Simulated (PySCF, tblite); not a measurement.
# C₈H₁₂: a rotation path, then NMR shifts on frames, part 2 of 2

tblite 0.8.0 and PySCF 2.14.0. Atoms count from 0. Earlier steps stand in the parts before.

## (6) Shielding tensors: image 6, PBE0/pcSseg-1

Job settings and geometry (Å):

```
{"job": {"kind": "nmr", "xc": "PBE0", "basis": "pcSseg-1", "pop": false}, "charge": 0, "multiplicity": 1}
C      3.131800    -0.308300     0.386900
C      2.004400    -0.692000    -0.179700
C      1.021400     0.236700    -0.819600
C     -0.315900     0.215600    -0.116000
C     -1.389000     1.284200    -0.326100
C     -2.475100     0.191800    -0.223000
C     -1.383100    -0.850300    -0.019400
C     -0.581400    -0.470200     1.190100
H      3.441700     0.724100     0.396500
H      3.798800    -1.005900     0.864300
H      1.721900    -1.737200    -0.182800
H      1.411700     1.258100    -0.802500
H      0.880700    -0.047400    -1.868900
H     -1.419300     2.068000     0.431500
H     -1.341600     1.749000    -1.308600
H     -3.171300     0.295600     0.610100
H     -3.041800     0.060700    -1.142100
H     -1.404500    -1.854000    -0.413100
H      0.161600    -1.178800     1.523500
H     -1.056100     0.071200     1.995800
```

Level: GIAO PBE0/pcSseg-1 NMR shielding, non-relativistic, gas phase.

Log:

```text
coarse grid: 16128 points
cycle   1  E = -311.4659032147  dE =  1.213e+00  |g| = 4.239e-01  |ddm| = 4.021e+00
cycle   2  E = -311.4617770193  dE =  4.126e-03  |g| = 4.616e-01  |ddm| = 8.681e-01
cycle   3  E = -311.5174013179  dE = -5.562e-02  |g| = 4.386e-02  |ddm| = 4.925e-01
cycle   4  E = -311.5176909841  dE = -2.897e-04  |g| = 2.379e-02  |ddm| = 6.836e-02
cycle   5  E = -311.5178212743  dE = -1.303e-04  |g| = 5.203e-03  |ddm| = 2.650e-02
cycle   6  E = -311.5178268893  dE = -5.615e-06  |g| = 2.151e-03  |ddm| = 6.640e-03
final grid: 154128 points
cycle   7  E = -311.5677811438  dE = -5.780e-05  |g| = 9.387e-03  |ddm| = 5.149e-02
cycle   8  E = -311.5677712402  dE =  9.904e-06  |g| = 1.146e-02  |ddm| = 1.974e-02
cycle   9  E = -311.5678039783  dE = -3.274e-05  |g| = 1.229e-03  |ddm| = 1.084e-02
cycle  10  E = -311.5678043283  dE = -3.499e-07  |g| = 3.461e-04  |ddm| = 1.330e-03
cycle  11  E = -311.5678043553  dE = -2.708e-08  |g| = 1.309e-04  |ddm| = 4.197e-04
cycle  12  E = -311.5678043593  dE = -4.003e-09  |g| = 2.561e-05  |ddm| = 1.369e-04
cycle  13  E = -311.5678043595  dE = -1.572e-10  |g| = 5.338e-06  |ddm| = 3.340e-05
converged SCF energy = -311.5678043595

GIAO shielding tensors (ppm)
atom      isotropic    diamagn.    paramagn.     s11        s22        s33       span
  0 C       66.042     252.797    -186.755    -44.210     85.581    156.755    200.965
  1 C       41.404     257.115    -215.711    -85.914     44.999    165.128    251.042
  2 C      146.971     243.367     -96.396    129.546    144.237    167.130     37.583
  3 C      159.256     251.425     -92.169    128.000    140.037    209.730     81.729
  4 C      157.292     247.000     -89.708    143.655    151.940    176.281     32.627
  5 C      162.810     253.544     -90.735    151.312    163.931    173.186     21.875
  6 C      166.928     254.061     -87.134    141.413    155.149    204.221     62.808
  7 C      164.752     251.450     -86.698    142.822    148.324    203.111     60.289
  8 H       26.386      31.093      -4.707     22.797     25.572     30.790      7.993
  9 H       26.518      28.668      -2.151     23.358     25.349     30.846      7.487
 10 H       26.138      32.529      -6.391     22.419     25.064     30.931      8.512
 11 H       29.441      31.929      -2.488     25.593     28.536     34.193      8.600
 12 H       28.891      30.213      -1.322     24.272     28.478     33.924      9.652
 13 H       30.143      30.491      -0.348     26.531     26.738     37.160     10.629
 14 H       29.879      30.990      -1.111     26.380     27.811     35.447      9.067
 15 H       30.390      29.995       0.395     26.156     26.988     38.028     11.872
 16 H       29.659      30.704      -1.045     25.786     26.826     36.365     10.579
 17 H       30.205      33.836      -3.631     24.534     27.492     38.588     14.054
 18 H       30.893      33.413      -2.520     24.876     29.274     38.529     13.653
 19 H       31.553      32.455      -0.902     25.695     29.146     39.818     14.124
```

Wall time 43 s (1 thread of Intel Xeon Platinum 8259CL at 2.50GHz, shared host); peak memory 0.9 GiB.

This run: δ C1 145.5, C0 120.9, C2 40.0, C4 29.6, H10 5.58, H8 5.33 ppm.

## (7) Shielding tensors: image 8, PBE0/pcSseg-1

Job settings and geometry (Å):

```
{"job": {"kind": "nmr", "xc": "PBE0", "basis": "pcSseg-1", "pop": false}, "charge": 0, "multiplicity": 1}
C      3.063800    -0.621300     0.306900
C      1.929200    -0.702100    -0.361600
C      1.056900     0.466300    -0.696100
C     -0.305500     0.353700    -0.060800
C     -1.499200     1.223700    -0.454700
C     -2.429200     0.008300    -0.255400
C     -1.221800    -0.829800     0.141400
C     -0.545700    -0.185300     1.315900
H      3.445900     0.322200     0.662000
H      3.661900    -1.489200     0.527700
H      1.562900    -1.661300    -0.704600
H      1.532000     1.395600    -0.367400
H      0.930600     0.516000    -1.783700
H     -1.683400     2.079000     0.195400
H     -1.459400     1.566100    -1.486900
H     -3.191300     0.114500     0.517000
H     -2.901400    -0.321300    -1.178200
H     -1.089700    -1.870700    -0.104000
H      0.270600    -0.736100     1.760000
H     -1.132400     0.382400     2.024400
```

Level: GIAO PBE0/pcSseg-1 NMR shielding, non-relativistic, gas phase.

Log:

```text
coarse grid: 16128 points
cycle   1  E = -311.4691501408  dE =  1.212e+00  |g| = 4.223e-01  |ddm| = 4.020e+00
cycle   2  E = -311.4647819849  dE =  4.368e-03  |g| = 4.610e-01  |ddm| = 8.702e-01
cycle   3  E = -311.5202707055  dE = -5.549e-02  |g| = 4.472e-02  |ddm| = 4.964e-01
cycle   4  E = -311.5205719067  dE = -3.012e-04  |g| = 2.419e-02  |ddm| = 6.914e-02
cycle   5  E = -311.5207052347  dE = -1.333e-04  |g| = 5.807e-03  |ddm| = 2.717e-02
cycle   6  E = -311.5207122753  dE = -7.041e-06  |g| = 2.457e-03  |ddm| = 7.249e-03
final grid: 154128 points
cycle   7  E = -311.5711697449  dE = -6.271e-05  |g| = 9.865e-03  |ddm| = 5.398e-02
cycle   8  E = -311.5711574375  dE =  1.231e-05  |g| = 1.226e-02  |ddm| = 2.121e-02
cycle   9  E = -311.5711948611  dE = -3.742e-05  |g| = 1.279e-03  |ddm| = 1.167e-02
cycle  10  E = -311.5711952467  dE = -3.856e-07  |g| = 3.357e-04  |ddm| = 1.340e-03
cycle  11  E = -311.5711952715  dE = -2.482e-08  |g| = 1.361e-04  |ddm| = 4.243e-04
cycle  12  E = -311.5711952759  dE = -4.344e-09  |g| = 2.568e-05  |ddm| = 1.410e-04
cycle  13  E = -311.5711952760  dE = -1.552e-10  |g| = 5.305e-06  |ddm| = 3.392e-05
converged SCF energy = -311.5711952760

GIAO shielding tensors (ppm)
atom      isotropic    diamagn.    paramagn.     s11        s22        s33       span
  0 C       63.361     253.033    -189.672    -50.813     83.562    157.334    208.147
  1 C       42.441     256.960    -214.519    -82.600     47.074    162.849    245.449
  2 C      145.185     243.043     -97.858    128.281    144.095    163.178     34.897
  3 C      159.051     252.504     -93.454    127.242    141.048    208.861     81.618
  4 C      156.835     247.571     -90.736    139.860    155.001    175.644     35.784
  5 C      163.151     253.375     -90.224    151.812    164.099    173.540     21.728
  6 C      168.316     252.993     -84.677    143.985    156.115    204.848     60.863
  7 C      167.698     252.139     -84.441    147.506    150.486    205.102     57.596
  8 H       26.326      31.045      -4.720     22.439     25.614     30.923      8.484
  9 H       26.469      28.793      -2.324     23.064     25.446     30.898      7.834
 10 H       26.055      32.795      -6.741     22.441     25.078     30.645      8.204
 11 H       29.186      31.479      -2.293     25.774     27.411     34.373      8.598
 12 H       28.978      30.398      -1.419     24.706     28.329     33.900      9.194
 13 H       30.093      30.375      -0.282     26.340     26.770     37.168     10.828
 14 H       29.908      31.016      -1.108     26.540     27.642     35.543      9.003
 15 H       30.382      30.110       0.272     26.154     26.914     38.077     11.923
 16 H       29.654      30.852      -1.198     25.893     26.761     36.309     10.416
 17 H       30.178      33.865      -3.688     24.540     27.443     38.551     14.011
 18 H       30.932      33.326      -2.394     24.536     29.522     38.738     14.201
 19 H       31.618      32.644      -1.026     25.651     29.129     40.075     14.424
```

It took 41 s on 1 thread of Intel Xeon Platinum 8259CL at 2.50GHz, shared host; peak memory 0.9 GiB.

In short: δ C1 144.5, C0 123.6, C2 41.7, C4 30.1, H10 5.66, H8 5.39 ppm.

## (8) Comparing the runs: NMR shifts

Shifts (ppm) of some atoms, chosen among heavy atoms and hydrogens apart, with basis size and wall time:

| frame | C0 | C2 | C4 | C7 | C6 | H10 | H12 | functions | time |
| --- | --- | --- | --- | --- | --- | --- | --- | --- | --- |
| image 0 | 121.1 | 45.4 | 28.3 | 22.5 | 20.9 | 6.18 | 1.82 | 196 | 59 s |
| image 2 | 119.5 | 43.5 | 31.5 | 20.3 | 24.7 | 6.07 | 2.13 | 196 | 41 s |
| image 4 | 119.1 | 40.0 | 31.9 | 21.5 | 24.0 | 5.84 | 2.69 | 196 | 42 s |
| image 6 | 120.9 | 40.0 | 29.6 | 22.2 | 20.0 | 5.58 | 2.83 | 196 | 43 s |
| image 8 | 123.6 | 41.7 | 30.1 | 19.2 | 18.6 | 5.66 | 2.74 | 196 | 41 s |

## (9) Outcome

What follows sums up all 2 parts.

```
                                       quantity                                                                       value
                                        barrier                                          0.108 eV (2.5 kcal/mol) at image 4
                          end to end (GFN2-xTB)                                                                    0.020 eV
13C shifts against TMS (PBE0/pcSseg-1, image 0)                        145.9, 121.1, 45.4, 28.3, 27.4, 23.1, 22.5, 20.9 ppm
 1H shifts against TMS (PBE0/pcSseg-1, image 0)  6.18, 5.42, 5.27, 2.57, 2.01, 1.82, 1.72, 1.49, 1.49, 1.25, 0.55, 0.34 ppm
          surface potential, 1st and 99th percentile                                                          -0.73 V and 0.64 V
                       range of the shift of C6                                                            18.6 to 24.7 ppm
```

Along the band the dihedral turns by 121°, and the top (dihedral -99°) lies 2.5 kcal/mol above the start (GFN2-xTB, rough), so at room temperature this motion is fast. Ends this close can change order at a higher level. The top was not checked by a frequency run. Shifts at one fixed geometry are not the observed spectrum, which averages over the motion. In the first frame run (image 0): Shielding is most anisotropic at C1 (span 236 ppm, paramagnetic term -215 ppm). In ppm, C6 moves most: its shift spreads over 6.1 ppm, from 18.6 (image 8) to 24.7 (image 2).
